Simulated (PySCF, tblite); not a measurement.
# C₉H₁₃P: geometry, infrared bands and NMR shifts

Wanted: the infrared bands and NMR shifts of C₉H₁₃P (`Cc1cp(C2CC2)cc1C`), by calculation.

Computed with tblite 0.8.0 and PySCF 2.14.0, with density-fitted response routines of our own, on a single molecule in the gas phase. Atoms count from 0, in the outputs and in this text.

**1. The starting structure**

23 atoms, charge 0, multiplicity 1; geometry from: force field or distance geometry start.

Bonds of the start (Å): C0–C1 1.48, C1–C2 1.36, C2–P3 1.85, P3–C4 1.83, C4–C5 1.50, C5–C6 1.50, P3–C7 1.85, C7–C8 1.34, C8–C9 1.50, C8–C1 1.46, C6–C4 1.50, C0–H10 1.10, C0–H11 1.09, C0–H12 1.11, C2–H13 1.08, C4–H14 1.10, C5–H15 1.08, C5–H16 1.09, C6–H17 1.09, C6–H18 1.07, C7–H19 1.08, C9–H20 1.09, C9–H21 1.09, C9–H22 1.09.

**2. Relaxing the molecule with GFN2-xTB**

What the job is given:

```
{"job": {"kind": "relax", "xc": "GFN2-xTB", "basis": "xTB"}, "charge": 0, "multiplicity": 1}
C     -2.389500     1.703300     0.515500
C     -1.346500     0.654800     0.560200
C     -0.204300     0.758700     1.297800
P      0.843600    -0.757100     1.106100
C      2.052000    -0.131100    -0.111400
C      3.394300     0.307700     0.386400
C      3.271300    -0.964900    -0.398200
C     -0.429900    -1.440100    -0.056200
C     -1.461700    -0.593200    -0.190200
C     -2.660700    -0.856700    -1.051800
H     -2.532800     2.070400    -0.508800
H     -2.143300     2.564000     1.144100
H     -3.360900     1.316500     0.885400
H      0.045000     1.619100     1.901000
H      1.629200     0.433200    -0.949900
H      3.866100     1.157800    -0.084100
H      3.625800     0.234700     1.450000
H      3.408200    -1.908600     0.136400
H      3.652700    -0.978400    -1.403000
H     -0.359400    -2.398400    -0.557900
H     -2.586000    -1.821400    -1.551300
H     -3.576200    -0.858600    -0.459300
H     -2.741900    -0.084400    -1.823100
```

On the command line:

```
$ OMP_NUM_THREADS=1 python probes_run.py task.json out
```

This one command runs all jobs of the session in turn.

**Question.** This job is followed by: GFN2-xTB harmonic vibrations, gas phase; GIAO PBE0/pcSseg-1 NMR shielding, non-relativistic, gas phase. Predict these results of the whole session: strongest single infrared mode (GFN2-xTB); zero-point energy (GFN2-xTB); 13C shifts against TMS (PBE0/pcSseg-1, means over atoms taken as alike); 1H shifts against TMS (PBE0/pcSseg-1, means over atoms taken as alike); 31P shifts against H3PO4 (PBE0/pcSseg-1); surface potential, 1st and 99th percentile.

**Answer**, as computed:

```
                                                               quantity                              value
                              strongest single infrared mode (GFN2-xTB)               3014 cm⁻¹, 56 km/mol
                                           zero-point energy (GFN2-xTB)                     119.5 kcal/mol
13C shifts against TMS (PBE0/pcSseg-1, means over atoms taken as alike)  155.2, 142.0, 20.4, 12.2, 5.4 ppm
 1H shifts against TMS (PBE0/pcSseg-1, means over atoms taken as alike)   6.70, 2.23, 0.69, 0.49, 0.16 ppm
                               31P shifts against H3PO4 (PBE0/pcSseg-1)                           -5.4 ppm
                                  surface potential, 1st and 99th percentile                 -0.97 V and 0.71 V
```

**Reading.** The optimisation took 51 steps and gained 0.117 eV; among the close pairs (by a distance rule), P3–C7 changed most, from 1.855 to 1.803 Å. All 63 modes are real, so the xTB geometry is a minimum. The strongest single mode, at 3014 cm⁻¹, is spread over several atoms, H12, H21, H10, H22 among them. Unscaled tight-binding wavenumbers are off by several per cent, some by more. Its intensities can rank the bands wrongly. By nearest atom (PBE0/pcSseg-1), the HOMO sits on C2, C7 about 28 % each; C1, C8 about 12 % each and the LUMO on C2, C7 about 17 % each; C1, C8 about 13 % each.
